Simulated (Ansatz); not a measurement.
# Zr2Ta3O2: the cost of one run

Method: DFT PBE, scalar-relativistic, plane waves, PAW, unless a step names another level, in Ansatz 0.2.0.

7 further runs of the same task are left out: 7 set aside as unsound or not needed.

## (1) The formula and the candidates

Pauling electronegativities: Zr 1.33, Ta 1.50, O 3.44 (spread 2.11). No set of common oxidation states balances it. Tabulated atomic sizes suggest about 14 Å³/atom. 22 candidates were drawn, by swapping species into database cells of other compounds, at random by space group and Wyckoff sites, or by hand, as the table says:

```
name                                                 made from  space group no.               Wyckoff sites  atoms (primitive cell)  V (Å³/atom)
 c01                          built by hand: shandite Ni3Pb2S2              166      Zr 3b, 3a; Ta 9d; O 6c                       7         13.9
 c02                                                    random               99  Zr 1b, 1b; Ta 2c, 1a; O 2c                       7         15.2
 c03                                                    random              166      Zr 3b, 3a; Ta 9e; O 6c                       7         15.6
 c04                                                    random               99  Zr 1a, 1b; Ta 2c, 1a; O 2c                       7         14.4
 c05                                  database cell of Gd2B3C2               65      Zr 4i; Ta 4j, 2c; O 4j                       7         12.3
 c06                                                    random              139      Zr 4e; Ta 4d, 2b; O 4c                       7         16.0
 c07                                                    random              166      Zr 6c; Ta 9e; O 3b, 3a                       7         15.3
 c08                                                    random              191          Zr 2d; Ta 3f; O 2e                       7         16.2
 c09                                  database cell of Mg2H2O3              164      Zr 2d; Ta 2d, 1a; O 2d                       7         12.1
 c10             built by hand: anti-PbO Zr2O2 layer in bcc Ta              139      Zr 4e; Ta 4e, 2a; O 4d                       7         13.9
 c11                                                    random               71      Zr 4g; Ta 4f, 2a; O 4j                       7         17.3
 c12                                                    random              123  Zr 2e; Ta 1b, 1a, 1d; O 2h                       7         17.9
 c13                                                    random               38  Zr 2b, 2a; Ta 4d, 2b; O 4e                       7         14.4
 c14                                                    random              164          Zr 2c; Ta 3f; O 2d                       7         14.2
 c15                                                    random              123  Zr 2f; Ta 1d, 1c, 1b; O 2e                       7         14.3
 c16                                                    random              164          Zr 2d; Ta 3e; O 2c                       7         17.8
 c17                                                    random              189      Zr 2c; Ta 3f; O 1a, 1b                       7         16.5
 c18                                                    random              174      Zr 2i; Ta 3j; O 1f, 1c                       7         14.6
 c19                                 database cell of Tl2Pd3S2              166      Zr 3a, 3b; Ta 9d; O 6c                       7         13.2
 c20                                                    random              166          Zr 6c; Ta 9e; O 6c                       7         17.0
 c21  built by hand: ZrO rocksalt bilayer / bcc Ta intergrowth              139      Zr 4e; Ta 4e, 2a; O 4e                       7         13.9
 c22         built by hand: close-packed layered suboxide M5O2              164      Zr 2d; Ta 2d, 1a; O 2c                       7         13.9
```

## (2) Screening run of c03

input.yaml

```yaml
crystal:
  lattice:
    - [2.7208801, 1.57090086, 4.27020445]
    - [-2.7208801, 1.57090086, 4.27020445]
    - [0.0, -3.14180171, 4.27020445]
  atoms:
    - { symbol: Zr, position: [0.5, 0.5, 0.5] }
    - { symbol: Zr, position: [0.0, 0.0, 0.0] }
    - { symbol: Ta, position: [0.5, 0.5, 0.0] }
    - { symbol: Ta, position: [0.0, 0.5, 0.5] }
    - { symbol: Ta, position: [0.5, 0.0, 0.5] }
    - { symbol: O, position: [0.28282473, 0.28282473, 0.28282473] }
    - { symbol: O, position: [0.71717527, 0.71717527, 0.71717527] }
basis:
  ecutwfc: 420
kpoints:
  mp_grid: { grid: [4, 4, 4] }
hamiltonian:
  xc: pbe
scf:
  occupations: { method: gaussian, width: 0.2 }
  lower_state_search: "off"
output:
  forces: true
  stress: true
  eigenvalues: true
relax:
  adjacent_minimum: "off"
  f_tol: 0.08
  max_steps: 16
  cell: { stress_tol: 0.8 }
```

On the command line:

```sh
> ansatz run input.yaml --threads 1 --pin off --max-ram 2560MiB --backend cpu --events-out ev --progress --plain --runs-dir out
```

Q: Estimate wall time and peak memory on 1 thread of Intel Xeon at 2.70GHz, shared host.

About 52 s, with a peak of 0.48 GiB.
